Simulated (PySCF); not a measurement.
# C2H7BN2: the cost of one run

Programs: PySCF 2.14.0, with density-fitted response routines of our own. Each step states its level of theory. These are calculated values for one molecule in the gas phase, unless marked as measured. Atoms count from 0, in the outputs and in this text.

**1. Starting geometry**

12 atoms, charge 0, multiplicity 1; geometry from: GFN2-xTB. The atoms were then displaced at random by about 0.01 Å, so the start is not that level's minimum.

Bonds of the start (Å): C0–C1 1.35, C1–B2 1.59, B2–N3 1.37, B2–N4 1.41, C0–H5 1.07, C0–H6 1.06, C1–H7 1.09, N3–H8 1.01, N3–H9 1.04, N4–H10 0.99, N4–H11 0.99.

**2. Relaxing the molecule at PBE0-D3(BJ)/def2-SVP**

Job settings and geometry (Å):

```
{"job": {"xc": "PBE0", "basis": "def2-SVP", "d3": "d3bj", "grid": 1, "shake": 0.01, "kind": "geom"}, "charge": 0, "multiplicity": 1}
C      2.038940     0.120910    -0.073350
C      0.841190     0.606300     0.332160
B     -0.582480    -0.021140     0.029010
N     -1.681510     0.735850     0.323450
N     -0.693970    -1.316390    -0.510020
H      2.952770     0.634290     0.152380
H      2.107400    -0.746850    -0.680630
H      0.876140     1.526390     0.922580
H     -1.685360     1.671180     0.715720
H     -2.651430     0.404540     0.164620
H      0.086760    -1.899130    -0.696350
H     -1.568770    -1.744210    -0.688600
```

Launch:

```
$ OMP_NUM_THREADS=1 python probes_run.py task.json out
```

This one command runs all jobs of the session in turn.

**Question.** How long does this first job take on 1 thread of Arm Neoverse N1, shared host, and how much memory does it need?

About 59 s, with a peak of 0.43 GiB.
